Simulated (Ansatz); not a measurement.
# BFH₄OSi: up Jacob's ladder to CCSD(T)

How much do the methods differ for BFH₄OSi? The plan is to run it at one geometry with functionals of several rungs and with coupled cluster. The yardstick is the atomisation energy at the CCSD(T) limit.

Method: functionals in def2-TZVPP, the program's frozen cores in correlated methods; program: Ansatz 0.2.0, Gaussian basis.

The runs, in order: LDA (SPW92), PBE-D4, revPBE-D4, BLYP-D4, r2SCAN-D4, B97M-V, PBE0-D4, B3LYP-D4, r2SCANh-D4, r2SCAN0-D4, HSE06-D4, BHLYP-D4, CAM-B3LYP-D4, LC-ωPBE, ωB97X-V, ωB97M-V, B2PLYP, PBE-QIDH; CCSD(T)/def2-SVP; CCSD(T)/def2-TZVPP; MP2/def2-QZVPP; extrapolation to the limit; RPA on PBE.

### 1 Structure used throughout

All runs share one geometry, relaxed beforehand with PBE0-D4 in a triple-zeta def2 set.

SMILES `BO[SiH2]F`, 8 atoms, charge 0, spin multiplicity 1.

Atoms are counted from 1 here; the program's logs count them from 0.

Bond lengths: B1–O2 1.352 Å, B1–H5 1.197 Å, B1–H6 1.203 Å, O2–Si3 1.641 Å, Si3–F4 1.589 Å, Si3–H7 1.479 Å, Si3–H8 1.474 Å. Angles: O2–B1–H5 118.0°, O2–B1–H6 119.8°, H5–B1–H6 122.2°, B1–O2–Si3 132.4°, O2–Si3–F4 107.9°, O2–Si3–H7 110.5°, O2–Si3–H8 108.0°, F4–Si3–H7 108.2°, F4–Si3–H8 108.2°, H7–Si3–H8 114.0°.

### 2 LDA

This LDA is Slater exchange with PW92 correlation.

Contents of in.yaml:

```yaml
crystal:
  periodic: [false, false, false]
  atoms:
    - {symbol: B, position_ang: [-0.781782, 1.310480, -0.304509]}
    - {symbol: O, position_ang: [-0.684136, -0.035837, -0.234360]}
    - {symbol: Si, position_ang: [0.530440, -1.034018, 0.237327]}
    - {symbol: F, position_ang: [1.130904, -1.719955, -1.064459]}
    - {symbol: H, position_ang: [-1.798889, 1.778510, -0.727765]}
    - {symbol: H, position_ang: [0.136773, 1.996320, 0.059282]}
    - {symbol: H, position_ang: [1.609141, -0.262563, 0.891786]}
    - {symbol: H, position_ang: [-0.050353, -2.090039, 1.086798]}
basis:
  gaussian: {orbitals: def2-TZVPP}
hamiltonian: {xc: lda}
output: {orbitals: {seedname: orbitals}}
```

Launch:

```sh
ansatz run in.yaml --threads 2 --pin off --events-out ev --progress --plain --max-ram 4352MiB
```

Further steps of the session: PBE-D4 (GGA); revPBE-D4 (GGA); BLYP-D4 (GGA); r2SCAN-D4 (meta-GGA); B97M-V (meta-GGA); B3LYP-D4 (hybrid); r2SCANh-D4 (hybrid); r2SCAN0-D4 (hybrid); HSE06-D4 (hybrid); BHLYP-D4 (hybrid); CAM-B3LYP-D4 (range-separated); LC-ωPBE (range-separated); ωB97X-V (range-separated); ωB97M-V (range-separated); B2PLYP (double hybrid); PBE-QIDH (double hybrid); CCSD(T) in def2-SVP; CCSD(T) in def2-TZVPP; MP2 in def2-QZVPP; RPA on PBE orbitals.

**Question.** What will the summary of the whole plan be? Wanted: atomisation energy, CCSD(T)/CBS; farthest beyond LDA; mean size of error, GGA; mean size of error, meta-GGA; mean size of error, hybrid; mean size of error, range-separated; mean size of error, double hybrid; gap, smallest and largest; T1 diagnostic.

The runs gave:

| quantity | value |
| --- | --- |
| atomisation energy, CCSD(T)/CBS | 3048.6 kJ/mol |
| functionals within 15.2 kJ/mol (0.5 %) | PBE-D4, r2SCAN-D4, B97M-V, B3LYP-D4, ωB97X-V, ωB97M-V |
| farthest beyond LDA | revPBE-D4 (-78.5 kJ/mol) |
| mean size of error, GGA | 34.3 kJ/mol |
| mean size of error, meta-GGA | 2.9 kJ/mol |
| mean size of error, hybrid | 42.7 kJ/mol |
| mean size of error, range-separated | 12.2 kJ/mol |
| mean size of error, double hybrid | 33.9 kJ/mol |
| gap, smallest and largest | 5.09 eV (LDA (SPW92)), 13.00 eV (LC-ωPBE) |
| T1 diagnostic | 0.0126 |
| triples share of the correlation energy | 3.0 % |

The LDA atomisation energy is off by 361.5 kJ/mol (12 %): it overbinds. PBE-D4 misses by -4.7 kJ/mol. Double hybrids carry the basis error of their MP2 part in triple zeta, and no dispersion term here, so their miss is partly the set-up's. The rungs meta-GGA, range-separated miss on average by less than the doubt on the reference (15.2 kJ/mol), so they tie. Misses under about 15.2 kJ/mol are within the doubt on the reference itself, which lacks core-valence correlation, relativity and higher excitations. Hartree-Fock recovers 77 % of the binding; the rest is correlation. CCSD(T) in def2-SVP is off by -201.6 kJ/mol, which most functionals beat. Orbital gaps span 5.1 to 13.0 eV; exact exchange widens them.
